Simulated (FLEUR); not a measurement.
# InSb3 (Pm-3m) in FLEUR: a series of runs, part 2 of 2

FLEUR MaX-R8.1 (later development tree).

## Step 3: Equation of state, PBE, 26.09 Å³/atom (volume scaled by 0.94)

Changes to inp.xml since step 2:

```diff
@@ -24,3 +24,3 @@
       <xi:include xmlns:xi="http://www.w3.org/2001/XInclude" href="sym.xml"> </xi:include>
-      <bulkLattice scale="1.0">
+      <bulkLattice scale="0.9795861087">
          <bravaisMatrix>
```

Potentials or basis: all-electron, FLAPW.

Run with:

```bash
> inpgen -f crystal.txt -profile fastHighL
> # inp.xml edited to the form shown
> fleur_MPI
```

Log:

```text
Welcome to FLEUR        (www.flapw.de)
      MaX-Release 8.1          (www.max-centre.eu)

 ========== k-point set info ==========
 Selected k-point list: default-1
 k-point list type: mesh
 6 x 6 x 6
 Number of k points: 20

 ------------Calculation Setup---------------------------
 Number of MPI-tasks      :            1
 Number of PE/node        :            1
 Number of OMP-threads    :            1
 Most efficient MPI parallelization for:
           1           2           4           5          10          20
 Additional eigenvalue parallelization possible
 Number of basis functions:         1008
 Approximate size of matrices (H+S) per k-point:         0.015 GB
 --------------------------------------------------------
 Iteration:     1   Distance:       4.47068510 me/bohr^3
 Iteration:     2   Distance:       4.18292759 me/bohr^3
 Iteration:     3   Distance:       1.45509243 me/bohr^3
 Iteration:     4   Distance:       0.37657419 me/bohr^3
 Iteration:     5   Distance:       0.29946238 me/bohr^3
 Iteration:     6   Distance:       0.06273778 me/bohr^3
 Iteration:     7   Distance:       0.01399903 me/bohr^3
 Iteration:     8   Distance:       0.00836282 me/bohr^3
 Iteration:     9   Distance:       0.00211582 me/bohr^3
 Iteration:    10   Distance:       0.00063583 me/bohr^3
 Iteration:    11   Distance:       0.00057623 me/bohr^3
 Iteration:    12   Distance:       0.00005424 me/bohr^3
 Iteration:    13   Distance:       0.00001349 me/bohr^3
 Iteration:    14   Distance:       0.00000856 me/bohr^3

 ********************************************************************
 Run finished successfully
 Stop message:
   all done
 ********************************************************************
```

out.xml (last iteration):

```text
<iteration numberForCurrentRun="   14" overallNumber="   14">
         <energyParameters units="Htr">
            <atomicEP atomType="1" spin="1" branch="5s" branchLowest="-5.00" branchHighest="0.52" value="-0.0413914362"/>
            <atomicEP atomType="1" spin="1" branch="5p" branchLowest="-3.27" branchHighest="1.14" value="0.2173860633"/>
            <atomicEP atomType="1" spin="1" branch="5d" branchLowest="-0.74" branchHighest="2.23" value="0.4432764428"/>
            <atomicEP atomType="1" spin="1" branch="4f" branchLowest="-9.99" branchHighest="1.71" value="0.5963493692"/>
            <loAtomicEP atomType="1" spin="1" branch="4p" branchLowest="-27.08" branchHighest="-3.27" value="-3.2775728678"/>
            <loAtomicEP atomType="1" spin="1" branch="4p" branchLowest="-27.08" branchHighest="-3.27" value="-3.2775728678"/>
            <loAtomicEP atomType="1" spin="1" branch="4d" branchLowest="-18.47" branchHighest="-0.74" value="-0.7592132355"/>
            <loAtomicEP atomType="1" spin="1" branch="4d" branchLowest="-18.47" branchHighest="-0.74" value="-0.7592132355"/>
            <loAtomicEP atomType="1" spin="1" branch="5s" branchLowest="-5.00" branchHighest="0.52" value="-0.0413914362"/>
            <loAtomicEP atomType="1" spin="1" branch="4f" branchLowest="-9.99" branchHighest="1.71" value="0.5963503304"/>
            <atomicEP atomType="2" spin="1" branch="5s" branchLowest="-3.93" branchHighest="0.89" value="0.1172743238"/>
            <atomicEP atomType="2" spin="1" branch="5p" branchLowest="-2.40" branchHighest="1.50" value="0.3102923451"/>
            <atomicEP atomType="2" spin="1" branch="4d" branchLowest="-15.42" branchHighest="-0.17" value="-0.2091526689"/>
            <atomicEP atomType="2" spin="1" branch="4f" branchLowest="-9.99" branchHighest="1.96" value="0.6475570016"/>
            <loAtomicEP atomType="2" spin="1" branch="4s" branchLowest="-28.49" branchHighest="-3.93" value="-3.9303761601"/>
            <loAtomicEP atomType="2" spin="1" branch="4p" branchLowest="-23.37" branchHighest="-2.40" value="-2.4115891448"/>
            <loAtomicEP atomType="2" spin="1" branch="4p" branchLowest="-23.37" branchHighest="-2.40" value="-2.4115891448"/>
            <loAtomicEP atomType="2" spin="1" branch="4d" branchLowest="-15.42" branchHighest="-0.17" value="-0.2196181247"/>
            <loAtomicEP atomType="2" spin="1" branch="4f" branchLowest="-9.99" branchHighest="1.96" value="0.6475589066"/>
         </energyParameters>
         <eigenvalues>
            <eigenvaluesAt spin="1" ikpt="1" k_x="0.00000000" k_y="0.00000000" k_z="0.00000000">
[... 117 lines left out ...]
            <isomerShift atomType="2" nucleusRadius="0.0001148" averageDensity="177712.66387"/>
            <electricFieldGradient atomType="1" VXX="-0.14534" VYY="-0.14534" VZZ="0.29067" asymParam="0.00000">
            </electricFieldGradient>
            <electricFieldGradient atomType="2" VXX="0.00000" VYY="0.00000" VZZ="0.00000" asymParam="0.00000">
            </electricFieldGradient>
         </moessbauerParams>
         <totalEnergy                                    value="   -25333.9825952879" units="Htr">
            <sumOfEigenvalues                            value="   -15306.1731533687">
               <coreElectrons value="-15202.2401362348"/>
               <valenceElectrons value="-103.9330171338"/>
            </sumOfEigenvalues>
            <densityCoulombPotentialIntegral value="-41131.5805583897"/>
            <densityEffectivePotentialIntegral value="-42008.9684241689"/>
            <chargeDenXCDenIntegral value="-672.2747196405"/>
            <FockExchangeEnergyValence value="0.0000000000"/>
            <FockExchangeEnergyCore value="0.0000000000"/>
            <atomTypeDependentContributions atomType="1">
               <electronNucleiInteractionDifferentMTs value="23572.5495918149"/>
               <MadelungTerm value="-76.7468276829"/>
            </atomTypeDependentContributions>
            <atomTypeDependentContributions atomType="2">
               <electronNucleiInteractionDifferentMTs value="7127.8296175438"/>
               <MadelungTerm value="-21.5868302113"/>
            </atomTypeDependentContributions>
            <tkbTimesEntropy value="0.0007801331"/>
            <freeEnergy value="-25333.9833754210"/>
            <extrapolationTo0K value="-25333.9829853545"/>
         </totalEnergy>
         <densityConvergence units="me/bohr^3">
            <chargeDensity spin="1" distance="0.0000085578"/>
         </densityConvergence>
      </iteration>
```

It took 2.3 min on 1 thread of Arm Neoverse V2, shared host; peak memory 0.1 GiB.

What came out:

| Quantity | Value |
| --- | --- |
| Free energy | -689372.8068 eV |
| Band gap on the k mesh | none (metal or under the smearing width) |
| Valence electrons inside the program's atomic spheres | Sb 19.06; In 19.43 (radii Sb 2.66, In 2.66 bohr) |

## Step 4: Equation of state, PBE, 26.65 Å³/atom (volume scaled by 0.96)

Changes to inp.xml since step 3:

```diff
@@ -24,3 +24,3 @@
       <xi:include xmlns:xi="http://www.w3.org/2001/XInclude" href="sym.xml"> </xi:include>
-      <bulkLattice scale="0.9795861087">
+      <bulkLattice scale="0.9864848297">
          <bravaisMatrix>
```

Run with:

```bash
> inpgen -f crystal.txt -profile fastHighL
> # inp.xml edited to the form shown
> fleur_MPI
```

It took 2.4 min on 1 thread of Arm Neoverse V2, shared host; peak memory 0.1 GiB.

The run converged. Its results:

```yaml
Free_energy: -689372.8510 eV
Band_gap_on_the_k_mesh: none (metal or under the smearing width)
Valence_electrons_inside_the_program's_atomic_spheres: Sb 19.04; In 19.41 (radii Sb 2.66, In 2.66 bohr)
```

## Step 5: Equation of state, PBE, 27.76 Å³/atom

Changes to inp.xml since step 4:

```diff
@@ -24,3 +24,3 @@
       <xi:include xmlns:xi="http://www.w3.org/2001/XInclude" href="sym.xml"> </xi:include>
-      <bulkLattice scale="0.9864848297">
+      <bulkLattice scale="1.0000000000">
          <bravaisMatrix>
```

Run with:

```bash
> inpgen -f crystal.txt -profile fastHighL
> # inp.xml edited to the form shown
> fleur_MPI
```

Wall time 2.6 min (1 thread of Arm Neoverse V2, shared host); peak memory 0.1 GiB.

Results (log left out):

| Item | Value |
| --- | --- |
| Free energy | -689372.8872 eV |
| Band gap on the k mesh | none (metal or under the smearing width) |
| Valence electrons inside the program's atomic spheres | Sb 19.01; In 19.38 (radii Sb 2.66, In 2.66 bohr) |

## Step 6: Equation of state, PBE, 28.87 Å³/atom (volume scaled by 1.04)

Changes to inp.xml since step 5:

```diff
@@ -24,3 +24,3 @@
       <xi:include xmlns:xi="http://www.w3.org/2001/XInclude" href="sym.xml"> </xi:include>
-      <bulkLattice scale="1.0000000000">
+      <bulkLattice scale="1.0131594038">
          <bravaisMatrix>
```

Potentials or basis: all-electron, FLAPW.

Run with:

```bash
> inpgen -f crystal.txt -profile fastHighL
> # inp.xml edited to the form shown
> fleur_MPI
```

Wall time 3.1 min (1 thread of Arm Neoverse V2, shared host); peak memory 0.11 GiB.

It converged, with:

| Quantity | Value |
| --- | --- |
| Free energy | -689372.8660 eV |
| Band gap on the k mesh | none (metal or under the smearing width) |
| Valence electrons inside the program's atomic spheres | Sb 18.98; In 19.35 (radii Sb 2.66, In 2.66 bohr) |

## Step 7: Equation of state, PBE, 29.42 Å³/atom (volume scaled by 1.06)

Changes to inp.xml since step 6:

```diff
@@ -24,3 +24,3 @@
       <xi:include xmlns:xi="http://www.w3.org/2001/XInclude" href="sym.xml"> </xi:include>
-      <bulkLattice scale="1.0131594038">
+      <bulkLattice scale="1.0196128224">
          <bravaisMatrix>
```

Run with:

```bash
> inpgen -f crystal.txt -profile fastHighL
> # inp.xml edited to the form shown
> fleur_MPI
```

It took 3.2 min on 1 thread of Arm Neoverse V2, shared host; peak memory 0.11 GiB.

It converged, with:

* Free energy: -689372.8379 eV
* Band gap on the k mesh: none (metal or under the smearing width)
* Valence electrons inside the program's atomic spheres: Sb 18.97; In 19.34 (radii Sb 2.66, In 2.66 bohr)

## Step 8: Equation of state, PBE

This step only gathers the single runs of the series.

What came out:

- Equilibrium volume: 27.86 Å³/atom
- Bulk modulus: 50 GPa
- Pressure derivative of the bulk modulus: 5.1 (rough: it moves with the points fitted)

Energy against volume, from the lowest point:
```tsv
volume (Å³/atom)	energy (meV/atom)
26.093	20.11
26.648	9.05
27.758	0.00
28.868	5.31
29.424	12.32
```
